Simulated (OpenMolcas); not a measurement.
# Tm²⁺ with 4 ligands (fluoride): CASSCF and CASPT2 levels and susceptibility

Aim: the ligand-field states of Tm²⁺ in this surrounding, its lowest levels with spin-orbit coupling and its magnetic susceptibility.

The numbers are computed with OpenMolcas 26.06 (state-averaged CASSCF and CASPT2, spin-orbit coupling by RASSI with atomic mean-field integrals), except any that are marked as measured or tabulated.

## 1. The system

```
Species                           : Tm²⁺ (thulium, Z = 69, 67 electrons)
Basis                             : ANO-RCC-VDZP [7s6p4d2f1g], 124 functions with the ligands
Scalar Hamiltonian                : DKH2, point nucleus
Inactive shells                   : 1s 2s 2p 3s 3p 3d 4s 4p 4d 5s 5p of the metal, and all ligand shells
Active space                      : 13 electrons in 7 orbitals (4f)
Some configurations of this space : 4f¹³
Orbitals                          : optimised for the highest spin of each parity, averaged over all roots
```

The outer shells:

4f13
```
4f [↑↓][↑↓][↑↓][↑↓][↑↓][↑↓][↑ ]
```

Tm²⁺ is taken with 4 ligands (fluoride) in tetrahedron coordination (Td) at 2.21 Å. A charge of +0.5 e stands 2.8 Å behind each ligand. Ligand basis ANO-RCC-VDZP. The distances are assumed, not relaxed.

```xyz
5

Tm    0.0000    0.0000    0.0000
F     1.2759    1.2759    1.2759
F     1.2759   -1.2759   -1.2759
F    -1.2759    1.2759   -1.2759
F    -1.2759   -1.2759    1.2759
```

Each step is its own input file, run in one work folder so that later steps find the files of earlier ones. Labels, J, g values, rates, χT and fits are worked out afterwards by a script from the matrices that RASSI stores.

## 2. Basis and integrals

The input, a.inp:

```
&GATEWAY
Coord
5

Tm 0.0 0.0 0.0
F 1.275944 1.275944 1.275944
F 1.275944 -1.275944 -1.275944
F -1.275944 1.275944 -1.275944
F -1.275944 -1.275944 1.275944
Basis=Tm.ANO-RCC-VDZP,F.ANO-RCC-VDZP
Group=NoSym
NoMove
AngMom=0.0 0.0 0.0
AMFI
RICD
XField
4 Angstrom 0
2.892525 2.892525 2.892525 0.500000
2.892525 -2.892525 -2.892525 0.500000
-2.892525 2.892525 -2.892525 0.500000
-2.892525 -2.892525 2.892525 0.500000
&SEWARD
```

Command:

```sh
> OMP_NUM_THREADS=1 MOLCAS_MEM=2457 MOLCAS_PROJECT=a pymolcas a.inp > a.log
```

## 3. Reference wave functions, doublets, 7 roots

The input, a.inp:

```
&RASSCF
FileOrb=start.orb
Symmetry=1
Spin=2
nActEl=13 0 0
Inactive=47
Ras2=7
CIRoot=7 7 1
SDav=7
CIMx=300
Iter=150 100
PrWF=0.3
OrbListing=Nothing
MaxOrb=0
LevShft=1.0
>>> COPY $Project.JobIph JOB001
```

start.orb holds start orbitals that the driver prepared beforehand, or those of the step before.

## 4. State interaction with spin-orbit coupling

The input, a.inp:

```
&RASSI
NrOfJobIphs=1 7
1 2 3 4 5 6 7
IphNames
JOB001
EJob
SpinOrbit
DIPRint=1.0
SOCoupling=1000.0
Subsets=2
Property=9
'ANGMOM' 1 'ANGMOM' 2 'ANGMOM' 3 'MLTPL  1' 1 'MLTPL  1' 2 'MLTPL  1' 3
'AMFI' 1 'AMFI' 2 'AMFI' 3
SOProperty=3
'ANGMOM' 1 'ANGMOM' 2 'ANGMOM' 3
```

## 5. CASPT2: IPEA 0.25, imaginary shift 0.1 (closed shells correlated: 5s 5p of the metal, with ligand shells; the Frozen line counts the rest)

The input, a.inp:

```
>>> COPY JOB001 $Project.JobIph
&CASPT2
Multistate=7 1 2 3 4 5 6 7
NoMult
Frozen=27
IPEA=0.25
Imaginary=0.1
MaxIter=60
WThr=0.0 0.3 0.05
PrWF=0.5
NoMix
```

(Steps that only read results are left out.)

Q: Predict the outcome of this session. Wanted: spin-free ground state; first state of the same spin within the active space; lowest level; next level.

As calculated:

```
                                            quantity                                                                                                                                          value
                                              method  SS-CASPT2, IPEA 0.25, imaginary shift 0.1 (closed shells correlated: 5s 5p of the metal, with ligand shells; the Frozen line counts the rest)
                              spin-free ground state                                                                                                                2T1, 3-fold in its orbital part
first state of the same spin within the active space                                                                                                                                2T2 at 147 cm⁻¹
                                        lowest level                                                                                                                                      4-fold Γ8
                                          next level                                                                                                                                     101.5 cm⁻¹
                                         χT at 300 K                                                                                                                                 2.50 cm³ K/mol
                           effective moment at 300 K                                                                                                                                        4.47 μB
```

Cost by method:

```
                                              method  time of its own steps  time with the reference
                                           A. CASSCF                   49 s                     49 s
B. SS-CASPT2, IPEA 0.25, imaginary shift 0.1, +5s 5p                   43 s                     93 s
```

Times are of one thread on a shared host.

What this shows: The spin-free ground state (2T1) comes to 100 % from free-ion F terms and keeps the highest spin of the shell. CASPT2 does not keep the components of a term degenerate, and the means are used.
